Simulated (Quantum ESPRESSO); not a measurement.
A run of Quantum ESPRESSO 7.5 is set up as follows.

File pw.in:

```
&CONTROL
  calculation = 'vc-relax'
  prefix = 'pwscf'
  outdir = './tmp'
  pseudo_dir = './pseudo'
  tprnfor = .true.
  tstress = .true.
  disk_io = 'low'
  nstep = 40
  forc_conv_thr = 0.0004
  etot_conv_thr = 1d-05
/
&SYSTEM
  ibrav = 0
  celldm(1) = 8
  nat = 2
  ntyp = 2
  ecutwfc = 68
  ecutrho = 544
  nbnd = 15
  occupations = 'smearing'
  smearing = 'fd'
  degauss = 0.00367493
/
&ELECTRONS
  conv_thr = 4d-10
  electron_maxstep = 120
  mixing_beta = 0.5
/
&IONS
  ion_dynamics = 'bfgs'
/
&CELL
  cell_dynamics = 'bfgs'
  press = 0
  press_conv_thr = 0.3
/
ATOMIC_SPECIES
Sn   118.7100 sn_pbesol_v1.4.uspp.F.UPF
Al    26.9815 al_pbesol_v1.uspp.F.UPF
CELL_PARAMETERS alat
  0.9916587319908   0.0000000000000   0.0000000000000
 -0.4958293659836   0.8588016537730   0.0000000000000
  0.0000000000000   0.0000000000000   0.7811293957550
ATOMIC_POSITIONS crystal
Sn     0.3333333333    0.6666666667    0.5000000000
Al     0.0000000000    0.0000000000    0.0000000000
K_POINTS automatic
7 7 8 0 0 0
```

Potentials or basis: GBRV 1.5 PBEsol.

Launch:

```bash
$ OMP_NUM_THREADS=1 mpirun -n 2 pw.x -nk 2 -in pw.in > pw.out
```

Question: What does it give for the relaxed volume?

Answer: 24.25 Å³/atom.

Question: Estimate the band gap on the k mesh.

Answer: None (metal or under the smearing width).

Question: Predict the relaxed cell.

Answer: a = 4.132 Å, b = 4.132 Å, c = 3.280 Å, α = 90.00°, β = 90.00°, γ = 120.00°.

Final structure:
```
Sn Al
1.0
     4.13168    0.00000    0.00000
    -2.06584    3.57814    0.00000
     0.00000    0.00000    3.28004
Sn Al
1 1
Cartesian
  0.0000 2.3854 1.6400
  0.0000 0.0000 0.0000
```
